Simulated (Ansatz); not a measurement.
# BClF2H3N: the cost of one run

Program: Ansatz 0.2.0. Level of theory: RKS CAM-B3LYP-D4/def2-SVP. These are calculated values, not measurements.

### 1 Starting point

Bond lengths: N2–H3 1.060 Å, N2–H4 1.060 Å, B1–F5 1.320 Å, B1–F6 1.320 Å, B1–Cl7 2.160 Å, N2–H8 1.151 Å, Cl7–H8 1.400 Å. Angles: H3–N2–H4 120.0°, H3–N2–H8 102.2°, H4–N2–H8 85.6°, F5–B1–F6 120.0°, F5–B1–Cl7 105.4°, F6–B1–Cl7 92.8°, B1–Cl7–H8 67.9°, N2–H8–Cl7 138.3°.

As a file:

```xyz
8

B     0.0000    0.0000    0.0000
N     0.0000    0.0000    1.9000
H    -0.8770   -0.2713    2.4300
H     0.8770    0.2713    2.4300
F     1.1431    0.0000   -0.6600
F    -1.1431    0.0000   -0.6600
Cl   -0.2702    2.0319    0.6811
H    -0.1503    1.1304    1.7450
```

### 2 Pulling towards end A

Springs on the bonds that form and break draw the guess towards this end; the thresholds are loose.

The input, input.yaml:

```yaml
crystal:
  periodic: [false, false, false]
  atoms:
    - { symbol: B, position_ang: [0.0, 0.0, 0.0] }
    - { symbol: "N", position_ang: [0.0, 0.0, 1.9] }
    - { symbol: H, position_ang: [-0.877, -0.2713, 2.43] }
    - { symbol: H, position_ang: [0.877, 0.2713, 2.43] }
    - { symbol: F, position_ang: [1.1431, 0.0, -0.66] }
    - { symbol: F, position_ang: [-1.1431, 0.0, -0.66] }
    - { symbol: Cl, position_ang: [-0.2702, 2.0319, 0.6811] }
    - { symbol: H, position_ang: [-0.1503, 1.1304, 1.745] }
basis:
  gaussian: { orbitals: def2-SVP }
hamiltonian:
  xc: cam_b3lyp
  dispersion: d4
relax:
  f_tol: 0.15
  max_steps: 25
  restrain:
    - { distance: [0, 6], at: 3.06, k: 30.0 }
    - { distance: [7, 1], at: 2.26, k: 30.0 }
    - { distance: [0, 1], at: 1.55, k: 30.0 }
    - { distance: [7, 6], at: 1.37, k: 30.0 }
output:
  orbitals: {}
```

The run is started by

```bash
> ansatz run input.yaml --threads 4 --pin off --max-ram 5120MiB --backend cpu --events-out ev --progress --plain --runs-dir out
```

Q: Estimate wall time and peak memory on 4 threads of Arm Neoverse V2, shared host.

About 14 s, with a peak of 0.2 GiB.
